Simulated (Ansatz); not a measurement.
# C2H6FNOSi: basis-set convergence

An exercise on one series of results from a longer session: the logs are not shown, and one member is left open.

The runs use Ansatz 0.2.0, Gaussian basis; one geometry, several basis sets.

The runs, in order: PBE0-D4/def2-SVP; ωB97M-V/def2-SVP; PBE0-D4/def2-QZVPP; ωB97M-V/def2-QZVPP; the functionals' def2-TZVPP values are taken from earlier runs.

## Structure used throughout

The geometry comes from an earlier relaxation with PBE0-D4 in a triple-zeta def2 set; it is a stationary point, not always the lowest conformer.

SMILES `C=C[Si](N)(O)F`, 12 atoms, charge 0, spin multiplicity 1.

Atoms are counted from 1 here; the program's logs count them from 0.

Bond lengths: C1–C2 1.331 Å, C1–H7 1.087 Å, C1–H8 1.087 Å, C2–Si3 1.847 Å, C2–H9 1.089 Å, Si3–N4 1.700 Å, Si3–O5 1.636 Å, Si3–F6 1.596 Å, N4–H10 1.007 Å, N4–H11 1.007 Å, O5–H12 0.958 Å. Angles: C2–C1–H7 122.3°, C2–C1–H8 121.5°, H7–C1–H8 116.3°, C1–C2–Si3 123.4°, C1–C2–H9 118.2°, Si3–C2–H9 118.5°, C2–Si3–N4 109.3°, C2–Si3–O5 114.8°, C2–Si3–F6 106.9°, N4–Si3–O5 109.2°, N4–Si3–F6 114.1°, O5–Si3–F6 102.7°, Si3–N4–H10 119.7°, Si3–N4–H11 120.6°, H10–N4–H11 111.3°, Si3–O5–H12 116.7°.

The first run:

The input, in.yaml:

```yaml
crystal:
  periodic: [false, false, false]
  atoms:
    - {symbol: C, position_ang: [-0.233232, 1.783376, -0.670967]}
    - {symbol: C, position_ang: [-0.713521, 1.005780, 0.296784]}
    - {symbol: Si, position_ang: [-0.131221, -0.721263, 0.596097]}
    - {symbol: N, position_ang: [1.406131, -0.924236, -0.100053]}
    - {symbol: O, position_ang: [-1.132081, -1.888600, 0.037986]}
    - {symbol: F, position_ang: [-0.166932, -0.955100, 2.174135]}
    - {symbol: H, position_ang: [-0.596493, 2.793876, -0.837050]}
    - {symbol: H, position_ang: [0.547699, 1.436832, -1.342194]}
    - {symbol: H, position_ang: [-1.499291, 1.406395, 0.935438]}
    - {symbol: H, position_ang: [1.776066, -1.851861, -0.232999]}
    - {symbol: H, position_ang: [2.141743, -0.259657, 0.077618]}
    - {symbol: H, position_ang: [-1.321768, -1.880743, -0.900795]}
basis:
  gaussian: {orbitals: def2-SVP}
hamiltonian: {xc: pbe0, dispersion: d4}
output: {orbitals: {seedname: orbitals}}
```

Among the steps run: PBE0-D4 in def2-SVP; ωB97M-V in def2-SVP; PBE0-D4 in def2-QZVPP; ωB97M-V in def2-QZVPP.

One table of the session follows, with a row left open; its other results are not shown here.

It belongs to the step «Density functionals: the series». 

```
functional       basis  HOMO (eV)
   PBE0-D4    def2-SVP      -7.77
   PBE0-D4  def2-TZVPP          ?
   PBE0-D4  def2-QZVPP      -8.02
   ωB97M-V    def2-SVP     -10.17
   ωB97M-V  def2-TZVPP     -10.36
   ωB97M-V  def2-QZVPP     -10.40
```

Estimate the missing values for PBE0-D4, def2-TZVPP.

**Answer.** HOMO (eV): -7.98. In the column «HOMO (eV)» it lies between PBE0-D4, def2-QZVPP (-8.02) and PBE0-D4, def2-SVP (-7.77).
